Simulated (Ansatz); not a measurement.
Write a Python script for the Python package of Ansatz (0.2.0) that makes a rigid scan of one bond length of CH6AlGe, SMILES [CH3][Al][GeH3]. Use (for the species named): PBE, def2-SVP basis, multiplicity 2, D4 dispersion.

Input file `ch6alge.xyz`:
```text
9

C    -0.87080    1.27670   -1.07480
Al    0.82230    0.46540   -0.65230
Ge    0.89120   -1.29060    1.02080
H    -1.55040    0.56040   -1.46100
H    -0.76730    2.08620   -1.88690
H    -1.33580    1.81090   -0.17520
H     2.41260   -1.78310    1.18810
H     0.05880   -2.45620    0.59100
H     0.42790   -0.71610    2.43330
```

Script `scan.py`:
```python
"""Potential curve of CH6AlGe along one bond."""

import ansatz as az
import numpy as np

geometry = az.Crystal.molecule_from_extxyz("ch6alge.xyz")

symbols = [site.symbol for site in geometry.cartesian_sites]
start = np.array([site.position_ang for site in geometry.cartesian_sites])
axis = (start[4] - start[0]) / np.linalg.norm(start[4] - start[0])
moving = [4]
lengths, energies = [1.013, 1.059, 1.105, 1.151, 1.197, 1.243, 1.289, 1.359], []
for length in lengths:
    xyz = start.copy()
    xyz[moving] += (length - np.linalg.norm(start[4] - start[0])) * axis
    point = az.Crystal.molecule()
    for symbol, place in zip(symbols, xyz):
        point = point.atom(symbol, place.tolist())
    job = (
        point.calculation()
        .basis(gaussian="def2-SVP")
        .functional("pbe", dispersion="d4")
        .spin("collinear", total=1)
    )
    r = job.run().report
    energies.append(r["free_energy_ev"])
    print(f"r = {length:6.3f} A  E = {energies[-1]:.5f} eV  <S^2> = {abs(r['mean_field']['state']['spin_squared']):.3f}")

# quartic fit about the minimum
fit = np.polynomial.Polynomial.fit(lengths, np.array(energies) - min(energies), 4).convert()
roots = [r.real for r in fit.deriv().roots() if abs(r.imag) < 1e-9 and fit.deriv(2)(r.real) > 0]
r_e = min(roots, key=lambda r: abs(r - lengths[int(np.argmin(energies))]))
print(f"minimum of the fit at {r_e:.4f} A, force constant {fit.deriv(2)(r_e):.2f} eV/A^2")
```

```console
$ python scan.py
r =  1.013 A  E = -64224.48532 eV  <S^2> = 0.751
r =  1.059 A  E = -64224.62226 eV  <S^2> = 0.751
r =  1.105 A  E = -64224.66933 eV  <S^2> = 0.751
r =  1.151 A  E = -64224.64732 eV  <S^2> = 0.751
r =  1.197 A  E = -64224.57274 eV  <S^2> = 0.751
r =  1.243 A  E = -64224.45872 eV  <S^2> = 0.751
r =  1.289 A  E = -64224.31582 eV  <S^2> = 0.751
r =  1.359 A  E = -64224.06171 eV  <S^2> = 0.751
minimum of the fit at 1.1116 A, force constant 31.53 eV/A^2
```

Caveats:
- Total energies depend on the basis set; only differences at equal settings carry meaning.
- The rest of the molecule is held rigid at a force-field or estimated start geometry, and the basis set is modest; single-reference methods fail as a bond breaks.
- The species is open-shell (spin multiplicity 2).
- The whole script took 24 s on 1 thread of Arm Neoverse V2, on a shared host, peak memory 0.22 GiB.
